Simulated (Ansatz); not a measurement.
What does this script print? It uses Ansatz 0.2.0 through its Python package.

Script `h2o2.py`:
```python
"""Energy to split H2O2 into its atoms."""

from collections import Counter

import ansatz as az


def total_energy(molecule, charge=0, unpaired=0):
    calc = (
        molecule.calculation()
        .basis(gaussian="def2-TZVP")
        .functional("pbe")
    )
    if charge:
        calc = calc.charge(charge)
    if unpaired:
        calc = calc.spin("collinear", total=unpaired)
    return calc.run().report["free_energy_ev"]

geometry_ang = [
    ("O", [-0.28346, -0.63913, -0.12463]),
    ("O", [0.28176, 0.64021, 0.12597]),
    ("H", [-0.02092, -1.13435, 0.66204]),
    ("H", [0.02262, 1.13327, -0.66338]),
]
system = az.Crystal.molecule()
for symbol, xyz in geometry_ang:
    system = system.atom(symbol, xyz)

# unpaired electrons of the ground-state atoms
unpaired = {"O": 2, "H": 1}
counts = Counter(site.symbol for site in system.cartesian_sites)
atom_energy = {s: total_energy(az.Crystal.molecule().atom(s, (0, 0, 0)), 0, unpaired[s]) for s in counts}
whole = total_energy(system, 0, 0)
for s, e in atom_energy.items():
    print(f"{s:2s} x{counts[s]}  {e:14.5f} eV")
print(f"H2O2: {whole:.5f} eV")
split = sum(counts[s] * e for s, e in atom_energy.items()) - whole
print(f"atomisation energy (no zero-point term): {23.060548 * split:.1f} kcal/mol, {split / sum(counts.values()):.3f} eV an atom")
```

```console
$ python h2o2.py
O  x2     -2041.11715 eV
H  x2       -13.59523 eV
H2O2: -4121.45040 eV
atomisation energy (no zero-point term): 277.3 kcal/mol, 3.006 eV an atom
```

277.3 kcal/mol from the electronic energies, without the zero-point term.

Notes:
- Total energies depend on the basis set; only differences at equal settings carry meaning.
- The geometry is a force-field or estimated start, not a minimum of this method, and the basis set is short of its limit. All parts are taken at fixed geometry, without zero-point energy.
- This functional overbinds, so such energies come out a few per cent too high (LDA far more).
- The whole script took 1.1 s on 1 thread of Arm Neoverse V2 (shared host), peak memory 0.14 GiB.
